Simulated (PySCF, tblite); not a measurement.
**C5H12O2Si: geometry, infrared bands and NMR shifts**

Aim: predict the infrared bands and NMR shifts of C5H12O2Si (`C[Si]1(C)C[C@H](O)CO1`).

Programs: tblite 0.8.0 and PySCF 2.14.0, with density-fitted response routines of our own. Each step states its level of theory. These are calculated values for one molecule in the gas phase, unless marked as measured. Atoms are numbered from 0 throughout.

### 1 The starting structure

20 atoms, charge 0, multiplicity 1; geometry from: force field or distance geometry start.

Bonds of the start (Å): C0–Si1 1.87, Si1–C2 1.85, Si1–C3 1.88, C3–C4 1.54, C4–O5 1.38, C4–C6 1.50, C6–O7 1.41, O7–Si1 1.72, C0–H8 1.10, C0–H9 1.12, C0–H10 1.11, C2–H11 1.10, C2–H12 1.12, C2–H13 1.11, C3–H14 1.11, C3–H15 1.09, C4–H16 1.10, O5–H17 1.00, C6–H18 1.11, C6–H19 1.11.

### 2 Geometry optimisation with GFN2-xTB

What the job is given:

```
{"job": {"kind": "relax", "xc": "GFN2-xTB", "basis": "xTB"}, "charge": 0, "multiplicity": 1}
C      1.453500     0.419100     1.572200
Si     0.578900    -0.255900     0.067800
C      1.800900    -1.199300    -0.956600
C     -0.337600     1.077700    -0.889200
C     -1.697000     0.822300    -0.223200
O     -1.541200     1.131900     1.107700
C     -1.775700    -0.675600    -0.337300
O     -0.787100    -1.201400     0.526800
H      0.751400     1.026400     2.170100
H      1.839600    -0.461300     2.140800
H      2.324800     1.043600     1.280200
H      2.476000    -0.520900    -1.502300
H      1.287900    -1.922400    -1.637300
H      2.410600    -1.809700    -0.255700
H      0.043800     2.089200    -0.659600
H     -0.383200     0.846300    -1.949700
H     -2.512800     1.356900    -0.724700
H     -1.656800     0.325200     1.684700
H     -2.772300    -1.076500    -0.053000
H     -1.508800    -1.005100    -1.364700
```

Command:

```sh
$ OMP_NUM_THREADS=1 python probes_run.py task.json out
```

One launch serves the whole session: the jobs run in the order shown.

**Question.** This job is followed by: GFN2-xTB harmonic vibrations, gas phase; GIAO PBE0/pcSseg-1 NMR shielding, non-relativistic, gas phase. Predict these results of the whole session: strongest single infrared mode (GFN2-xTB); zero-point energy (GFN2-xTB); 13C shifts against TMS (PBE0/pcSseg-1); 1H shifts against TMS (PBE0/pcSseg-1, means over atoms taken as alike); 29Si shifts against TMS (PBE0/pcSseg-1); 17O shifts against H2O (PBE0/pcSseg-1); surface potential, 1st and 99th percentile.

**Answer**, as computed:

| quantity | value |
| --- | --- |
| strongest single infrared mode (GFN2-xTB) | 858 cm⁻¹, 258 km/mol |
| zero-point energy (GFN2-xTB) | 103.5 kcal/mol |
| 13C shifts against TMS (PBE0/pcSseg-1) | 79.1, 76.2, 24.9, 1.9, 0.2 ppm |
| 1H shifts against TMS (PBE0/pcSseg-1, means over atoms taken as alike) | 4.26, 4.17, 3.94, 1.03, 1.02, 0.97, 0.18, 0.11 ppm |
| 29Si shifts against TMS (PBE0/pcSseg-1) | 33.4 ppm |
| 17O shifts against H2O (PBE0/pcSseg-1) | 74.9, 39.9 ppm |
| surface potential, 1st and 99th percentile | -1.55 V and 1.53 V |

Relaxing lowered the energy by 0.794 eV in 98 steps; the close pair that moved most is Si1–O7, from 1.724 to 1.651 Å. No mode is imaginary among the 54: a minimum at this level. The strongest single mode, at 858 cm⁻¹, has its largest shares on Si1, H13 and H9 (the list is cut at 3 atoms). Unscaled tight-binding wavenumbers are off by several per cent, some by more. Its intensities can rank the bands wrongly. At PBE0/pcSseg-1: The widest tensor belongs to O7: span 95 ppm, with a paramagnetic part of -103 ppm.
